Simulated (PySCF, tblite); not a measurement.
# C₆H₃F₅O₂: geometry, infrared bands and NMR shifts

What infrared bands and NMR shifts should C₆H₃F₅O₂ (`COC(=O)C#CC(F)(F)C(F)(F)F`) show?

The runs use tblite 0.8.0 and PySCF 2.14.0, with density-fitted response routines of our own; the level of theory stands in each step. All values are computed, except where a source is named. Atoms count from 0, in the outputs and in this text.

### Step 1. Starting geometry

16 atoms, charge 0, multiplicity 1; geometry from: force field or distance geometry start.

Bonds of the start (Å): C0–O1 1.40, O1–C2 1.36, C2–O3 1.28, C2–C4 1.45, C4–C5 1.22, C5–C6 1.47, C6–F7 1.39, C6–F8 1.37, C6–C9 1.51, C9–F10 1.39, C9–F11 1.36, C9–F12 1.37, C0–H13 1.09, C0–H14 1.13, C0–H15 1.12.

### Step 2. Optimising the geometry with GFN2-xTB

Job settings and geometry (Å):

```
{"job": {"kind": "relax", "xc": "GFN2-xTB", "basis": "xTB"}, "charge": 0, "multiplicity": 1}
C      3.077200     0.964900    -2.016300
O      2.057100     0.680200    -1.103100
C      1.126400    -0.311100    -1.153600
O      1.128000    -1.067800    -2.186700
C      0.121000    -0.518800    -0.134400
C     -0.714100    -0.694200     0.734000
C     -1.696000    -0.915000     1.804700
F     -1.140700    -0.706700     3.063700
F     -2.135800    -2.207300     1.686100
C     -2.768900     0.126800     1.580500
F     -2.144300     1.366800     1.665400
F     -3.727200    -0.019200     2.540000
F     -3.232500     0.004900     0.301600
H      3.706400     0.109100    -2.264200
H      2.671900     1.391600    -2.976900
H      3.663900     1.804800    -1.552200
```

On the command line:

```sh
OMP_NUM_THREADS=1 python probes_run.py task.json out
```

This one command runs all jobs of the session in turn.

**Question.** This job is followed by: GFN2-xTB harmonic vibrations, gas phase; GIAO PBE0/pcSseg-1 NMR shielding, non-relativistic, gas phase. Predict these results of the whole session: strongest single infrared mode (GFN2-xTB); zero-point energy (GFN2-xTB); 13C shifts against TMS (PBE0/pcSseg-1); 1H shifts against TMS (PBE0/pcSseg-1, means over atoms taken as alike); 17O shifts against H2O (PBE0/pcSseg-1); 19F shifts against CFCl3 (PBE0/pcSseg-1, means over atoms taken as alike); surface potential, 1st and 99th percentile.

**Answer**, as computed:

```
                                                                 quantity                                      value
                                strongest single infrared mode (GFN2-xTB)                      1766 cm⁻¹, 442 km/mol
                                             zero-point energy (GFN2-xTB)                              52.6 kcal/mol
                                   13C shifts against TMS (PBE0/pcSseg-1)  157.9, 128.1, 112.3, 89.9, 77.5, 54.8 ppm
   1H shifts against TMS (PBE0/pcSseg-1, means over atoms taken as alike)                                   4.06 ppm
                                   17O shifts against H2O (PBE0/pcSseg-1)                           466.0, 202.6 ppm
19F shifts against CFCl3 (PBE0/pcSseg-1, means over atoms taken as alike)                          -95.1, -121.6 ppm
                                    surface potential, 1st and 99th percentile                         -1.25 V and 1.32 V
```

What this shows: The optimisation took 38 steps and gained 0.998 eV; among the close pairs (by a distance rule), C2–O3 changed most, from 1.281 to 1.199 Å. All 42 modes are real, so the xTB geometry is a minimum. The strongest single mode, at 1766 cm⁻¹, moves mainly C2 and O3. Unscaled tight-binding wavenumbers are off by several per cent, some by more. Its intensities can rank the bands wrongly. At PBE0/pcSseg-1: The widest tensor belongs to O3: span 722 ppm, with a paramagnetic part of -534 ppm. By nearest atom (PBE0/pcSseg-1), the HOMO sits on O3 57 %; C5 16 % and the LUMO on C2, C5 about 23 % each; C4 18 %.
